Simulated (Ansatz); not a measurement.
**H₇InN₂Si: up Jacob's ladder to CCSD(T)**

How much do the methods differ for H₇InN₂Si? The plan is to run it at one geometry with functionals of several rungs and with coupled cluster, and see how far each lands from CCSD(T) at the basis-set limit for the atomisation energy.

Program: Ansatz 0.2.0, Gaussian basis. Level of theory: functionals in def2-TZVPP, the program's frozen cores in correlated methods. These are calculated values, not measurements.

Plan: LDA (SPW92), PBE-D4, revPBE-D4, BLYP-D4, r2SCAN-D4, B97M-V, PBE0-D4, B3LYP-D4, r2SCANh-D4, r2SCAN0-D4, HSE06-D4, BHLYP-D4, CAM-B3LYP-D4, LC-ωPBE, ωB97X-V, ωB97M-V, B2PLYP, PBE-QIDH; CCSD(T)/def2-SVP; CCSD(T)/def2-TZVPP; MP2/def2-QZVPP; extrapolation to the limit; RPA on PBE.

## 1. The geometry

An earlier PBE0-D4 in a triple-zeta def2 set relaxation fixed the geometry. In takes the def2 core potential; no spin-orbit term is included.

SMILES `N[SiH2][NH][InH2]`, 11 atoms, charge 0, spin multiplicity 1.

Atoms are counted from 1 here; the program's logs count them from 0.

Bond lengths: N1–Si2 1.803 Å, N1–H5 1.012 Å, N1–H6 1.012 Å, Si2–N3 1.670 Å, Si2–H7 1.494 Å, Si2–H8 1.493 Å, N3–In4 2.123 Å, N3–H9 1.005 Å, In4–H10 1.724 Å, In4–H11 1.724 Å. Angles: Si2–N1–H5 115.3°, Si2–N1–H6 115.3°, H5–N1–H6 107.8°, N1–Si2–N3 97.5°, N1–Si2–H7 106.7°, N1–Si2–H8 106.9°, N3–Si2–H7 118.6°, N3–Si2–H8 118.5°, H7–Si2–H8 106.9°, Si2–N3–In4 102.8°, Si2–N3–H9 127.4°, In4–N3–H9 129.8°, N3–In4–H10 114.9°, N3–In4–H11 114.9°, H10–In4–H11 127.5°.

## 2. LDA

This LDA is Slater exchange with PW92 correlation.

Contents of in.yaml:

```yaml
crystal:
  periodic: [false, false, false]
  atoms:
    - {symbol: N, position_ang: [-0.967082, 0.524682, -0.495817]}
    - {symbol: Si, position_ang: [0.511363, 1.148518, 0.325853]}
    - {symbol: N, position_ang: [1.219736, -0.328725, 0.651350]}
    - {symbol: In, position_ang: [-0.169713, -1.707380, -0.170985]}
    - {symbol: H, position_ang: [-1.840820, 0.724310, -0.024806]}
    - {symbol: H, position_ang: [-1.069921, 0.795099, -1.466063]}
    - {symbol: H, position_ang: [1.184608, 2.067053, -0.640506]}
    - {symbol: H, position_ang: [0.050776, 1.987128, 1.472646]}
    - {symbol: H, position_ang: [2.092773, -0.496623, 1.118989]}
    - {symbol: H, position_ang: [0.230555, -2.290235, -1.742953]}
    - {symbol: H, position_ang: [-1.242294, -2.423827, 0.972273]}
basis:
  gaussian: {orbitals: def2-TZVPP}
hamiltonian: {xc: lda}
output: {orbitals: {seedname: orbitals}}
```

The runs that follow: PBE-D4 (GGA); revPBE-D4 (GGA); BLYP-D4 (GGA); r2SCAN-D4 (meta-GGA); B97M-V (meta-GGA); PBE0-D4 (hybrid); B3LYP-D4 (hybrid); r2SCANh-D4 (hybrid); r2SCAN0-D4 (hybrid); HSE06-D4 (hybrid); BHLYP-D4 (hybrid); CAM-B3LYP-D4 (range-separated); LC-ωPBE (range-separated); ωB97X-V (range-separated); ωB97M-V (range-separated); B2PLYP (double hybrid); PBE-QIDH (double hybrid); CCSD(T) in def2-SVP; CCSD(T) in def2-TZVPP; MP2 in def2-QZVPP; RPA on PBE orbitals.

Before running them: what should the planned runs give, taken together? Wanted: atomisation energy, CCSD(T)/CBS; farthest beyond LDA; mean size of error, GGA; mean size of error, meta-GGA; mean size of error, hybrid; mean size of error, range-separated; mean size of error, double hybrid; gap, smallest and largest; T1 diagnostic.

The runs gave:

```
                               quantity                                                     value
        atomisation energy, CCSD(T)/CBS                                             3333.2 kJ/mol
 functionals within 33.3 kJ/mol (1.0 %)  PBE-D4, B97M-V, B3LYP-D4, CAM-B3LYP-D4, ωB97X-V, ωB97M-V
                    farthest beyond LDA                                  BHLYP-D4 (-103.4 kJ/mol)
                mean size of error, GGA                                               54.4 kJ/mol
           mean size of error, meta-GGA                                               25.9 kJ/mol
             mean size of error, hybrid                                               68.7 kJ/mol
    mean size of error, range-separated                                               13.9 kJ/mol
      mean size of error, double hybrid                                               77.0 kJ/mol
              gap, smallest and largest                 3.69 eV (LDA (SPW92)), 10.31 eV (LC-ωPBE)
                          T1 diagnostic                                                    0.0131
triples share of the correlation energy                                                     3.4 %
```

**Reading.** LDA overbinds by 423.6 kJ/mol (13 %). PBE-D4 misses by -20.0 kJ/mol. Double hybrids carry the basis error of their MP2 part in triple zeta, and no dispersion term here, so their miss is partly the set-up's. The rungs range-separated, meta-GGA miss on average by less than the doubt on the reference (33.3 kJ/mol), so they tie. Misses under about 33.3 kJ/mol are within the doubt on the reference itself, which lacks core-valence correlation, spin-orbit coupling and higher excitations, and its outer-core shells are covered unevenly. All levels share the lack of spin-orbit coupling, which lowers the free heavy atoms and so the true binding. Hartree-Fock recovers 68 % of the binding; the rest is correlation. CCSD(T) in def2-SVP is off by -291.0 kJ/mol, so the small basis spoils what the method gains. The gap grows from 3.7 to 10.3 eV across the functionals, mostly with the share of exact exchange. Correlated methods include outer-core shells of In, which these sets cover unevenly.
